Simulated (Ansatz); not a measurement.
# AgH6NSi2: small, medium and large basis sets

An exercise on one series of results from a longer session: the logs are not shown, and one member is left open.

The runs use Ansatz 0.2.0, Gaussian basis; one geometry, several basis sets.

The runs, in order: PBE0-D4/def2-SVP; ωB97M-V/def2-SVP; PBE0-D4/def2-QZVPP; ωB97M-V/def2-QZVPP; the functionals' def2-TZVPP values are taken from earlier runs.

## The relaxed structure

An earlier PBE0-D4 in a triple-zeta def2 set relaxation fixed the geometry. Ag takes the def2 core potential; no spin-orbit term is included.

SMILES `[SiH3][N]([SiH3])[Ag]`, 10 atoms, charge 0, spin multiplicity 1.

Atoms are counted from 1 here; the program's logs count them from 0.

Bond lengths: Si1–N2 1.704 Å, Si1–H5 1.494 Å, Si1–H6 1.496 Å, Si1–H7 1.493 Å, N2–Si3 1.704 Å, N2–Ag4 2.055 Å, Si3–H8 1.494 Å, Si3–H9 1.493 Å, Si3–H10 1.496 Å. Angles: N2–Si1–H5 111.6°, N2–Si1–H6 113.7°, N2–Si1–H7 110.2°, H5–Si1–H6 105.4°, H5–Si1–H7 108.3°, H6–Si1–H7 107.4°, Si1–N2–Si3 128.8°, Si1–N2–Ag4 115.3°, Si3–N2–Ag4 115.3°, N2–Si3–H8 111.6°, N2–Si3–H9 110.2°, N2–Si3–H10 113.7°, H8–Si3–H9 108.3°, H8–Si3–H10 105.4°, H9–Si3–H10 107.4°.

The first run:

in.yaml reads:

```yaml
crystal:
  periodic: [false, false, false]
  atoms:
    - {symbol: Si, position_ang: [-0.148301, 1.297400, -0.827115]}
    - {symbol: N, position_ang: [-0.462439, -0.219649, -0.116834]}
    - {symbol: Si, position_ang: [0.560346, -1.175950, 0.854770]}
    - {symbol: Ag, position_ang: [-2.417735, -0.843943, -0.211056]}
    - {symbol: H, position_ang: [-0.649068, 1.360070, -2.233585]}
    - {symbol: H, position_ang: [-0.805052, 2.439766, -0.119077]}
    - {symbol: H, position_ang: [1.320338, 1.564955, -0.840861]}
    - {symbol: H, position_ang: [0.490715, -2.618723, 0.472123]}
    - {symbol: H, position_ang: [1.975636, -0.722234, 0.714152]}
    - {symbol: H, position_ang: [0.218759, -1.132893, 2.310486]}
basis:
  gaussian: {orbitals: def2-SVP}
hamiltonian: {xc: pbe0, dispersion: d4}
output: {orbitals: {seedname: orbitals}}
```

Among the steps run: PBE0-D4 in def2-SVP; ωB97M-V in def2-SVP; PBE0-D4 in def2-QZVPP; ωB97M-V in def2-QZVPP.

One table of the session follows, with a row left open; its other results are not shown here.

It belongs to the step «Functionals by basis». 

```
functional       basis  HOMO (eV)  LUMO (eV)
   PBE0-D4    def2-SVP      -6.45      -3.03
   PBE0-D4  def2-TZVPP      -6.58      -3.06
   PBE0-D4  def2-QZVPP          ?          ?
   ωB97M-V    def2-SVP      -8.57      -1.44
   ωB97M-V  def2-TZVPP      -8.75      -1.46
   ωB97M-V  def2-QZVPP      -8.78      -1.48
```

Q: Estimate the row for PBE0-D4, def2-QZVPP from the others.

**Answer.** HOMO (eV): -6.61; LUMO (eV): -3.06. In the column «HOMO (eV)» it lies between ωB97M-V, def2-SVP (-8.57) and PBE0-D4, def2-TZVPP (-6.58).
